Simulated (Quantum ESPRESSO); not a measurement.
This Quantum ESPRESSO 7.5 run on AsS2 needs a look.

The input pw.in:

```
&CONTROL
  calculation = 'scf'
  prefix = 'pwscf'
  outdir = './tmp'
  pseudo_dir = './pseudo'
  tprnfor = .true.
  tstress = .true.
  disk_io = 'low'
/
&SYSTEM
  ibrav = 0
  nat = 3
  ntyp = 2
  ecutwfc = 80
  nbnd = 21
  input_dft = 'pbesol'
  occupations = 'smearing'
  smearing = 'mv'
  degauss = 0.01469973
  vdw_corr = 'grimme-d2'
/
&ELECTRONS
  conv_thr = 6d-10
  electron_maxstep = 75
  mixing_beta = 0.5
/
ATOMIC_SPECIES
As    74.9216 As.upf
S     32.0600 S.upf
CELL_PARAMETERS angstrom
   3.6494184500    0.0000000000    0.0000000000
  -1.8247092300    3.1604890900    0.0000000000
   0.0000000000    0.0000000000    5.9135843700
ATOMIC_POSITIONS crystal
Xx     0.0000000000    0.0000000000    0.0000000000
S      0.3333333300    0.6666666700    0.2500000000
S      0.6666666700    0.3333333300    0.7500000000
K_POINTS automatic
8 8 5 0 0 0
```

Potentials or basis: PseudoDojo 0.4.1 SR LDA standard.

Command:

```bash
$ OMP_NUM_THREADS=1 pw.x -in pw.in > pw.out
```

pw.out:

```text
This program is part of the open-source Quantum ESPRESSO suite
     for quantum simulation of materials; please cite
         "P. Giannozzi et al., J. Phys.:Condens. Matter 21 395502 (2009);
         "P. Giannozzi et al., J. Phys.:Condens. Matter 29 465901 (2017);
         "P. Giannozzi et al., J. Chem. Phys. 152 154105 (2020);
     in publications or presentations arising from this work. More details at

 %%%%%%%%%%%%%%%%%%%%%%%%%%%%%%%%%%%%%%%%%%%%%%%%%%%%%%%%%%%%%%%%%%%%%%%%%%%%%%
     Error in routine read_cards (1):
     species Xx in ATOMIC_POSITIONS is nonexistent
 %%%%%%%%%%%%%%%%%%%%%%%%%%%%%%%%%%%%%%%%%%%%%%%%%%%%%%%%%%%%%%%%%%%%%%%%%%%%%%

     stopping ...
```

Q: What happened, and what is wrong with the input?

A: The program refused the input. The input holds a flaw that was put in on purpose: atom of an undeclared species.
